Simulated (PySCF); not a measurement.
**InSe: the SCF solver's settings**

Do solver options change the result for InSe, or only the number of cycles?

The runs use PySCF 2.14.0; method and basis as typed in the scripts.

9 further runs of the same task are left out: 1 for a known fault of the program, 8 that didn't finish.

## 1. Starting geometry

InSe: 2 atoms, charge 0, spin multiplicity 2.

Bond lengths: In1–Se2 2.505 Å.

## 2. The run that the others are compared with

input.py

```python
from pyscf import gto, dft
from pyscf.prop.polarizability import uhf as pol

mol = gto.M(
    atom='In 0 0 0; Se 0 0 2.505',
    basis='lanl2dz',
    ecp={'In': 'lanl2dz', 'Se': 'lanl2dz'},
    charge=0,
    spin=1,
    symmetry=True,
    verbose=4,
)
mf = dft.UKS(mol, xc='revtpss')
mf.kernel()
print('polarizability (a.u.)')
print(pol.Polarizability(mf).polarizability().round(4))
mf.dip_moment()
print('orbital energies (hartree):', [e[max(0, n-3):n+3].round(4) for e, n in zip(mf.mo_energy, mol.nelec)])
```

On the command line:

```sh
> OMP_NUM_THREADS=1 python input.py
```

The log of this run is left out.

Base result: E(SCF) = -11.110394 Eh, 12 cycles, ⟨S²⟩ = 0.759, μ = 4.24 D, α(xx, yy, zz) = 61.9, 61.9, 100.9 bohr³.

The bond length is a typed value, not an optimised one.

## 3. Convergence threshold 1e-13 hartree

Edit 1 changes convergence threshold: default → 1e-13 hartree.

input.py

```python
from pyscf import gto, dft
from pyscf.prop.polarizability import uhf as pol

mol = gto.M(
    atom='In 0 0 0; Se 0 0 2.505',
    basis='lanl2dz',
    ecp={'In': 'lanl2dz', 'Se': 'lanl2dz'},
    charge=0,
    spin=1,
    symmetry=True,
    verbose=4,
)
mf = dft.UKS(mol, xc='revtpss')
mf.conv_tol = 1e-13
mf.kernel()
print('polarizability (a.u.)')
print(pol.Polarizability(mf).polarizability().round(4))
mf.dip_moment()
print('orbital energies (hartree):', [e[max(0, n-3):n+3].round(4) for e, n in zip(mf.mo_energy, mol.nelec)])
```

On the command line:

```sh
> OMP_NUM_THREADS=1 python input.py
```

## 4. DIIS space 4

Edit 2 changes DIIS space: default → 4.

input.py, as its differences from that of step 2:

```diff
@@ -13,2 +13,3 @@
 mf = dft.UKS(mol, xc='revtpss')
+mf.diis_space = 4
 mf.kernel()
```

## 5. Level shift 0.3 hartree

Edit 3 changes level shift: none → 0.3 hartree.

input.py, as its differences from that of step 2:

```diff
@@ -13,2 +13,3 @@
 mf = dft.UKS(mol, xc='revtpss')
+mf.level_shift = 0.3
 mf.kernel()
```

**Question.** What will these runs give? Wanted: for each run, E(SCF); from base; gap, α spin; SCF dipole.

**Answer**, as computed:

| run | E(SCF) (hartree) | from base (eV) | cycles | gap, α spin (eV) | SCF dipole (D) |
| --- | --- | --- | --- | --- | --- |
| base | -11.110394 | 0 | 12 | 3.13 | 4.24 |
| convergence threshold 1e-13 hartree | -11.110394 | 0.0000 | 14 | 3.13 | 4.24 |
| DIIS space 4 | -11.110394 | 0.0000 | 12 | 3.13 | 4.24 |
| level shift 0.3 hartree | -11.110394 | 0.0000 | 23 | 3.13 | 4.24 |

Distance from each run's final energy (log10 hartree) by cycle:

| run | cycle 1 | cycle 2 | cycle 3 | cycle 5 | cycle 8 | cycle 12 |
| --- | --- | --- | --- | --- | --- | --- |
| base | -0.1 | 0.0 | -0.9 | -3.2 | -5.3 | < -11 |
| convergence threshold 1e-13 hartree | -0.1 | 0.0 | -0.9 | -3.2 | -5.3 | < -11 |
| DIIS space 4 | -0.1 | 0.0 | -0.9 | -3.2 | -6.4 | < -11 |
| level shift 0.3 hartree | -1.7 | -2.6 | -3.0 | -3.6 | -4.5 | -5.8 |

What this shows: With convergence threshold 1e-13 hartree or DIIS space 4 or level shift 0.3 hartree the SCF ends at the base energy. The base needs 12 cycles and the run with level shift 0.3 hartree needs 23.
